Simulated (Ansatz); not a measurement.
**SiAsH3 (triplet): from Hartree-Fock to the top rungs, cc-pVDZ**

How much of the correlation energy of SiAsH3 (triplet) does each wave-function method recover here?

The runs use Ansatz 0.2.0, Gaussian basis; cc-pVDZ, core rule «outside noble gas», up to 19 orbitals frozen.

To be run: UHF; CCSD(T) on ROHF; CCSD(T) on UHF; BCCD(T) on ROHF; CISD as a restricted active space (open shells left free, so some higher excitations enter); CCSDT(Q) on ROHF; CCSDT(Q) on UHF.

12 further runs of the same task are left out: 6 that didn't finish, 6 set aside as unsound or not needed. Runs told in other sessions of the task aren't counted.

**1. The geometry**

The geometry is a PBE0/def2-TZVP stationary point (not a proven minimum) of the parent state, kept for this charge and spin. No spin-orbit coupling is included. The filled d shell of As may be among the frozen orbitals whatever the setting's name suggests.

5 atoms, charge 0, spin multiplicity 3.

Atoms are counted from 1 here; the program's logs count them from 0.

Bond lengths: Si1–As2 2.341 Å, Si1–H3 1.526 Å, As2–H4 1.513 Å, As2–H5 1.514 Å. Angles: As2–Si1–H3 89.5°, Si1–As2–H4 102.3°, Si1–As2–H5 100.9°, H4–As2–H5 97.5°.

**2. UHF**

File in.yaml:

```yaml
crystal:
  periodic: [false, false, false]
  atoms:
    - {symbol: Si, position_ang: [-0.042523, 0.096063, 1.701345]}
    - {symbol: As, position_ang: [0.039651, -0.018372, -0.635225]}
    - {symbol: H, position_ang: [0.026769, -1.426596, 1.763999]}
    - {symbol: H, position_ang: [-0.998195, -1.075279, -0.943937]}
    - {symbol: H, position_ang: [-0.790994, 1.190790, -1.009616]}
basis:
  gaussian: {orbitals: cc-pVDZ}
magnetization: {spin_polarized: true, initial_magnetization: 2}
hamiltonian: {xc: hf}
output: {orbitals: {seedname: orbitals}}
```

The run is started by

```console
ansatz run in.yaml --threads 1 --pin off --events-out ev --progress --plain --max-ram 2393MiB
```

The runs that follow: CCSD(T) on ROHF; CCSD(T) on UHF; BCCD(T) on ROHF; CISD as a restricted active space (open shells left free, so some higher excitations enter); CCSDT(Q) on ROHF; CCSDT(Q) on UHF.

Before running them: what should the planned runs give, taken together? Wanted: UCCSDT(Q) from the RHF energy; RMP2 from UCCSDT(Q); UMP2 from UCCSDT(Q); RCCSD from UCCSDT(Q); RCCSD(T) from UCCSDT(Q); UCCSD(T) from UCCSDT(Q); RCCSDT(Q) from UCCSDT(Q); T1 diagnostic.

**Answer**, as computed:

```
                         quantity                      value
    UCCSDT(Q) from the ROHF energy                 -6.2687 eV
              RMP2 from UCCSDT(Q)                +1323.9 meV
              UMP2 from UCCSDT(Q)                +1309.5 meV
             RCCSD from UCCSDT(Q)                 +235.3 meV
          RCCSD(T) from UCCSDT(Q)                  +48.1 meV
          UCCSD(T) from UCCSDT(Q)                  +46.9 meV
         RCCSDT(Q) from UCCSDT(Q)                   +1.3 meV
levels within 1 kcal/mol (43 meV)  RCCSDT, UCCSDT, RCCSDT(Q)
                    T1 diagnostic                      0.036
```

RCCSD(T) misses by +48.1 meV, 0.8 % of the correlation energy. These misses are within one basis, not against nature; the frozen cores of restricted and unrestricted runs differ, which can shift their rows.

With open shells the CI space here admits some higher excitations, so it is larger than plain CISD.
